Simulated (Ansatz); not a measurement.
CsMgBiO3:

```
Bi Cs Mg O
1.0
     3.23052    1.86514    3.79701
    -3.23052    1.86514    3.79701
     0.00000   -3.73028    3.79701
Bi Cs Mg O
1 1 1 3
Direct
  0.56530 0.56530 0.56530
  0.91728 0.91728 0.91728
  0.30219 0.30219 0.30219
  0.98224 0.49139 0.49139
  0.49139 0.49139 0.98224
  0.49139 0.98224 0.49139
```

The cell comes from a database or a generator and needn't be the stable form of this composition.

- Program: Ansatz 0.2.0
- Task: single point
- Functional: PBE
- Potentials or basis: Ansatz PAW
- Cutoff: 420 eV (not typed: the program's choice for these potentials)
- k mesh: 6 × 6 × 6
- Occupations: fermi-dirac, width 0.05 eV
- Spin: no spin polarisation

On this cell: pressure 0.2 GPa; largest force 0.346 eV/Å; band gap on the k mesh 2.56 eV, direct.

The same run follows on a disturbed copy (atoms moved at random, drawn with an rms of 0.05 Å):

```xyz
6
Lattice="3.2305 1.8651 3.7970 -3.2305 1.8651 3.7970 0.0000 -3.7303 3.7970" Properties=species:S:1:pos:R:3 pbc="T T T"
Bi   -0.0066   -0.0178    6.3970
Cs   -0.0341    0.0148   10.4381
Mg   -0.0043    0.0298    3.4234
O     1.5794    0.9351    7.4696
O     0.0074   -1.8654    7.4539
O    -1.6055    0.8862    7.4256
```

Task: What does the disturbed cell give?

Result: The energy moves by +10.5 meV/atom; pressure -0.3 GPa; largest force 1.196 eV/Å; band gap on the k mesh 2.52 eV, indirect (least direct gap 2.55 eV).

Forces on the atoms (eV/Å):
```
Bi   0.170  0.096  1.070
Cs   0.071 -0.031 -0.050
Mg  -0.017 -0.863 -0.122
O   -0.425 -0.274 -0.401
O    0.008  1.170 -0.252
O    0.194 -0.098 -0.244
```

Stress tensor (GPa, compression positive):
```
-1.26 -0.14 -0.32
-0.14  0.11  0.14
-0.32  0.14  0.11
```

Caveats: spin-orbit coupling is left out, which as a rule narrows the gap of such compounds by several tenths of an eV.

A k mesh can miss the band edges.
